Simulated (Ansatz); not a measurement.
# C2H7Ga: the cost of one run

Method: PBE0-D4, def2-SVP first, then def2-TZVP; program: Ansatz 0.2.0, Gaussian basis.

114 further runs of the same task are left out: 114 set aside as unsound or not needed.

### Step 1. Starting geometry

The guess: 10 atoms, charge 0, spin multiplicity 1.

Atoms are counted from 1 here; the program's logs count them from 0.

Bond lengths: Ga1–C3 1.988 Å, Ga1–C5 2.095 Å, C3–H6 1.100 Å, C3–H7 1.107 Å, C5–H8 1.095 Å, C5–H9 1.095 Å, C5–H10 1.095 Å. Angles: C3–Ga1–C5 171.1°, Ga1–C3–H6 118.9°, Ga1–C3–H7 104.5°, H6–C3–H7 104.9°, Ga1–C5–H8 111.7°, Ga1–C5–H9 110.0°, Ga1–C5–H10 110.3°, H8–C5–H9 108.6°, H8–C5–H10 108.1°, H9–C5–H10 108.1°.

Coordinates:

```mol
C2H7Ga
  3D, bonds by distance, orders not assigned

 10  7  0  0  0  0  0  0  0  0999 V2000
   -0.1484    0.0702    0.0642 Ga  0  0
    0.8167   -0.7896   -1.8041 H   0  0
   -1.2325    0.7240   -1.4686 C   0  0
    0.0751   -0.1082   -2.0848 H   0  0
    0.9175   -0.3369    1.8217 C   0  0
   -1.7472    1.6927   -1.3817 H   0  0
   -2.0438   -0.0219   -1.5726 H   0  0
    0.2483   -0.5636    2.6577 H   0  0
    1.5826   -1.1922    1.6660 H   0  0
    1.5316    0.5254    2.1023 H   0  0
  1  3  8  0
  1  5  8  0
  3  6  8  0
  3  7  8  0
  5  8  8  0
  5  9  8  0
  5 10  8  0
M  END
```

Distances that are to change: H2–H4 1.05 Å, Ga1–H2 2.27 Å, C3–H4 1.67 Å.

### Step 2. Constrained relaxation of the guess

Contents of hold/in.yaml:

```yaml
crystal:
  periodic: [false, false, false]
  atoms:
    - {symbol: Ga, position_ang: [-0.148400, 0.070200, 0.064200]}
    - {symbol: H, position_ang: [0.816700, -0.789600, -1.804100]}
    - {symbol: C, position_ang: [-1.232500, 0.724000, -1.468600]}
    - {symbol: H, position_ang: [0.075100, -0.108200, -2.084800]}
    - {symbol: C, position_ang: [0.917500, -0.336900, 1.821700]}
    - {symbol: H, position_ang: [-1.747200, 1.692700, -1.381700]}
    - {symbol: H, position_ang: [-2.043800, -0.021900, -1.572600]}
    - {symbol: H, position_ang: [0.248300, -0.563600, 2.657700]}
    - {symbol: H, position_ang: [1.582600, -1.192200, 1.666000]}
    - {symbol: H, position_ang: [1.531600, 0.525400, 2.102300]}
basis:
  gaussian: {orbitals: def2-SVP}
hamiltonian: {xc: pbe0, dispersion: d4}
relax: {f_tol: 0.04, max_steps: 150, escape_saddle: false, constraints: [{distance: [1, 3]}, {distance: [0, 1]}, {distance: [2, 3]}]}
```

Launch:

```bash
$ ansatz run in.yaml --threads 4 --pin off --events-out ev --progress --plain --max-ram 9574MiB
```

**Question.** How long does this run take on 4 threads of Arm Neoverse V2, shared host?

About 19 s.
